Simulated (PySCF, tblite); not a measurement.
# C₄H₅N₂O radical: geometry, infrared bands and EPR parameters

Wanted: the infrared bands and EPR parameters of C₄H₅N₂O radical (`OCC1=C[N]N=C1`), by calculation.

The runs use tblite 0.8.0 and PySCF 2.14.0, with density-fitted response routines of our own; the level of theory stands in each step. All values are computed, except where a source is named. Atoms count from 0, in the outputs and in this text.

## 1. Starting geometry

12 atoms, charge 0, multiplicity 2; geometry from: force field or distance geometry start.

Bonds of the start (Å): O0–C1 1.43, C1–C2 1.49, C2–C3 1.37, C3–N4 1.34, N4–N5 1.34, N5–C6 1.34, C6–C2 1.37, O0–H7 0.97, C1–H8 1.08, C1–H9 1.09, C3–H10 1.09, C6–H11 1.08.

## 2. Optimising the geometry with GFN2-xTB

Job settings and geometry (Å):

```
{"job": {"kind": "relax", "xc": "GFN2-xTB", "basis": "xTB"}, "charge": 0, "multiplicity": 2}
O     -2.071100     0.005000     0.746400
C     -1.279000     0.459900    -0.351600
C      0.139700     0.072500    -0.143700
C      0.830400    -0.985200    -0.665500
N      2.102000    -1.036900    -0.231000
N      2.276400     0.031100     0.560900
C      1.111200     0.685700     0.600300
H     -1.515300    -0.606200     1.260200
H     -1.659300     0.007200    -1.261100
H     -1.371600     1.541800    -0.412600
H      0.441800    -1.756600    -1.323000
H      0.996100     1.580900     1.194800
```

On the command line:

```console
OMP_NUM_THREADS=1 python probes_run.py task.json out
```

The driver reads the jobs from task.json and runs them one after another.

**Question.** This job is followed by: GFN2-xTB harmonic vibrations, gas phase; UKS B3LYP, pcH-1 on C H N O, non-relativistic, mean-field spin-orbit, GIAO. What will the session give for the following? strongest single infrared mode (GFN2-xTB); zero-point energy (GFN2-xTB); g(iso) (B3LYP); ⟨S²⟩; largest a(iso) (averaged by class); potential on the surface of density 0.002 e/bohr³, 1st and 99th percentile.

The runs gave:

```
                                                                  quantity                  value
                                 strongest single infrared mode (GFN2-xTB)  1268 cm⁻¹, 484 km/mol
                                              zero-point energy (GFN2-xTB)          54.5 kcal/mol
                                                            g(iso) (B3LYP)                2.00343
                                                                      ⟨S²⟩     0.760 (exact 0.75)
                                        largest a(iso) (averaged by class)   14N on N5, 128.3 MHz
potential on the surface of density 0.002 e/bohr³, 1st and 99th percentile     -1.34 V and 2.11 V
```

Over 71 steps the energy fell by 0.386 eV; of the close pairs, N4–N5 changed most, 1.341 to 1.277 Å. No mode is imaginary among the 30: a minimum at this level. The strongest single mode, at 1268 cm⁻¹, moves mainly N4 and N5. GFN2-xTB is a fitted tight-binding method: band positions and strengths are rough. Its intensities can rank the bands wrongly. The largest spin populations lie on N5 (0.39 e), N4 (0.36 e). The isotropic g lies 1.1 ppt above the free-electron value. These values are for one conformer; the search (at its own cheap level) found 1 more, at 0.12 kcal/mol, and measured spectra average over such forms.
